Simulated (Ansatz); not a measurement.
Predict the output of the script below (Ansatz's Python interface).

`dimer_bh4nsi.py`:
```python
"""Interaction energy of two BH4NSi molecules, with the counterpoise correction."""

import ansatz as az

FIRST = [
    ("B", (-0.8504, -0.6206, -0.3229)),
    ("N", (0.3001, 0.0459, -1.0556)),
    ("Si", (0.6563, 0.1589, 0.6201)),
    ("H", (-1.9055, -1.0409, -0.3529)),
    ("H", (-0.0004, 0.9875, -1.392)),
    ("H", (0.3103, 1.4263, 1.3029)),
    ("H", (1.4894, -0.9573, 1.2003)),
]
SECOND = [
    ("B", (2.4748, -0.8011, 3.7245)),
    ("N", (2.3374, -2.301, 3.5343)),
    ("Si", (3.6044, -2.0657, 4.6688)),
    ("H", (2.2255, 0.2484, 3.3679)),
    ("H", (2.7612, -2.5762, 2.6207)),
    ("H", (4.9914, -2.0914, 4.1513)),
    ("H", (3.205, -2.0733, 6.1238)),
]

def energy(atoms, ghosts=()):
    molecule = az.Crystal.molecule()
    for symbol, xyz in atoms:
        molecule = molecule.atom(symbol, xyz)
    calc = (
        molecule.calculation()
        .basis(gaussian="def2-SVP")
        .correlation("mp2")
    )
    deck = calc.input()
    if ghosts:
        deck = deck.set(az.key.basis.gaussian.ghost_atoms, [{"symbol": s, "position_ang": list(xyz)} for s, xyz in ghosts])
    return az.Session.from_dict(deck).plan().execute().report["free_energy_ev"]


def main() -> None:
    # monomers in their own basis and in the basis of the dimer
    both = energy(FIRST + SECOND)
    alone = energy(FIRST) + energy(SECOND)
    ghosted = energy(FIRST, SECOND) + energy(SECOND, FIRST)
    print(f"dimer {both:.6f} eV")
    print(f"interaction, uncorrected   {96.485332 * (both - alone):8.3f} kJ/mol")
    print(f"interaction, counterpoise  {96.485332 * (both - ghosted):8.3f} kJ/mol")
    print(f"basis-set superposition    {96.485332 * (alone - ghosted):8.3f} kJ/mol")


if __name__ == "__main__":
    main()
```

`python dimer_bh4nsi.py` gives:
```text
dimer -20164.301918 eV
interaction, uncorrected      0.948 kJ/mol
interaction, counterpoise     4.611 kJ/mol
basis-set superposition       3.663 kJ/mol
```

Uncorrected it is 0.948 kJ/mol, with the counterpoise correction 4.611 kJ/mol; the difference, 3.66 kJ/mol, is the superposition error. In this basis both values are repulsive.

Caveats:
- Total energies depend on the basis set; only differences at equal settings carry meaning.
- The dimer is a generated trial pose of unrelaxed monomers, not a minimum, so the figure is no binding energy, and the basis set is small.
- Hardware and time: 7.2 s on 1 thread of Arm Neoverse V2, on a shared host, peak memory 0.31 GiB.

(Lines on the test bed's own set-up are left out of the output.)
